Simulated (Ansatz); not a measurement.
# C₃H₅ClOSi: a ladder of functionals and wavefunction methods

The task here is to estimate one member of a computed series from the others.

Program: Ansatz 0.2.0, Gaussian basis. Level of theory: functionals in def2-TZVPP, the program's frozen cores in correlated methods. These are calculated values, not measurements.

The runs, in order: PBE-D4, r2SCAN-D4, PBE0-D4, B3LYP-D4, ωB97X-V, ωB97M-V, B2PLYP; CCSD(T)/def2-TZVPP; MP2/def2-QZVPP; extrapolation to the limit.

### The geometry

The geometry comes from an earlier relaxation with PBE0-D4 in a triple-zeta def2 set; it is a stationary point, not always the lowest conformer.

SMILES `C[SiH](Cl)C#CO`, 11 atoms, charge 0, spin multiplicity 1.

Atoms are counted from 1 here; the program's logs count them from 0.

Bond lengths: C1–Si2 1.855 Å, C1–H7 1.092 Å, C1–H8 1.092 Å, C1–H9 1.093 Å, Si2–Cl3 2.066 Å, Si2–C4 1.803 Å, Si2–H10 1.482 Å, C4–C5 1.209 Å, C5–O6 1.293 Å, O6–H11 0.966 Å. Angles: Si2–C1–H7 110.4°, Si2–C1–H8 110.6°, Si2–C1–H9 110.0°, H7–C1–H8 108.6°, H7–C1–H9 108.5°, H8–C1–H9 108.7°, C1–Si2–Cl3 108.8°, C1–Si2–C4 111.1°, C1–Si2–H10 111.9°, Cl3–Si2–C4 109.3°, Cl3–Si2–H10 106.1°, C4–Si2–H10 109.6°, Si2–C4–C5 179.7°, C4–C5–O6 176.7°, C5–O6–H11 110.7°.

The first run:

in.yaml reads:

```yaml
crystal:
  periodic: [false, false, false]
  atoms:
    - {symbol: C, position_ang: [0.824626, -1.767328, -0.307293]}
    - {symbol: Si, position_ang: [-0.583815, -0.746887, 0.336406]}
    - {symbol: Cl, position_ang: [-2.295557, -1.238002, -0.710878]}
    - {symbol: C, position_ang: [-0.249603, 1.014076, 0.142053]}
    - {symbol: C, position_ang: [-0.027106, 2.194418, 0.004809]}
    - {symbol: O, position_ang: [0.268569, 3.439136, -0.185220]}
    - {symbol: H, position_ang: [1.001366, -1.549367, -1.362396]}
    - {symbol: H, position_ang: [0.605952, -2.832081, -0.203144]}
    - {symbol: H, position_ang: [1.736633, -1.540431, 0.250636]}
    - {symbol: H, position_ang: [-0.874743, -1.042557, 1.758692]}
    - {symbol: H, position_ang: [-0.341024, 4.012024, 0.296935]}
basis:
  gaussian: {orbitals: def2-TZVPP}
hamiltonian: {xc: pbe, dispersion: d4}
output: {forces: true, orbitals: {seedname: orbitals}}
```

Launch:

```
$ ansatz run in.yaml --threads 4 --pin off --events-out ev --progress --plain --max-ram 10444MiB
```

Among the steps run: PBE-D4 (GGA); r2SCAN-D4 (meta-GGA); PBE0-D4 (hybrid); B3LYP-D4 (hybrid); ωB97X-V (range-separated); ωB97M-V (range-separated); B2PLYP (double hybrid); CCSD(T) in def2-TZVPP; MP2 in def2-QZVPP.

One table of the session follows, with a row left open; its other results are not shown here.

```
            method  atomisation energy (eV)
            PBE-D4                   46.441
         r2SCAN-D4                   45.481
           PBE0-D4                   45.475
          B3LYP-D4                   45.099
           ωB97X-V                   45.285
           ωB97M-V                   45.412
            B2PLYP                   44.759
     HF/def2-TZVPP                   32.668
    MP2/def2-TZVPP                   45.204
   CCSD/def2-TZVPP                        ?
CCSD(T)/def2-TZVPP                   43.939
           MP2/CBS                   46.482
       CCSD(T)/CBS                   45.217
```

Estimate the missing values for CCSD/def2-TZVPP.

As computed: atomisation energy (eV): 43.112. In the column «atomisation energy (eV)» it lies between HF/def2-TZVPP (32.668) and CCSD(T)/def2-TZVPP (43.939).

Limits of these values: Free atoms (3 C, 1 Si, 1 Cl, 1 O, 5 H) were run apart at each level; the atomisation energy is their sum less the molecule, without zero-point or spin-orbit terms.
